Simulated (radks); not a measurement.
# Exchange and kinetic functionals tested on atomic densities: Kr, In²⁺, Ga³⁺, P, Nb³¹⁺, Cs⁺

The task here is to estimate one member of a computed series from the others.

Program: radks (a radial shooting solver on a logarithmic mesh, Libxc functionals) version 1. Level of theory: non-relativistic Kohn-Sham, LDA (Slater exchange, Perdew-Wang correlation), spin-polarised, spherical densities, point nucleus; open shells are filled with parallel spins first. These are calculated values, not measurements, unless marked.

## The atom as given

```
species : Kr ([Kr]), In²⁺ ([Kr] 4d10 5s1), Ga³⁺ ([Ar] 3d10), P ([Ne] 3s2 3p3), Nb³¹⁺ ([Ne]), Cs⁺ ([Xe])
```

Set-up of the first run:

Input:

```text
Z 36
configuration [Kr]
relativity non-relativistic
functional lda,pw
spin polarised
nucleus point
```

Steps of the session up to this table: Kr, [Kr].

One table of the session follows, with a row left open; its other results are not shown here.

It belongs to the step «Kr, [Kr]». Radial moments (bohr):

```
level      <r>  outermost maximum (interpolated)  90 % within  nodes
   1s  0.04250                            0.0281       0.0756      0
   2s   0.1881                             0.158        0.290      1
   2p   0.1620                             0.125        0.264      0
   3s   0.5427                             0.477        0.807      2
   3p   0.5462                             0.468        0.833      1
   3d        ?                                 ?            ?      ?
   4s    1.599                              1.36         2.38      3
   4p    1.950                              1.55         3.02      2
```

Q: Estimate the row for 3d from the others.

**Answer.** <r>: 0.5543; outermost maximum (interpolated): 0.409; 90 % within: 0.908; nodes: 0. In the column «<r>» it lies between 3p (0.5462) and 4s (1.599).
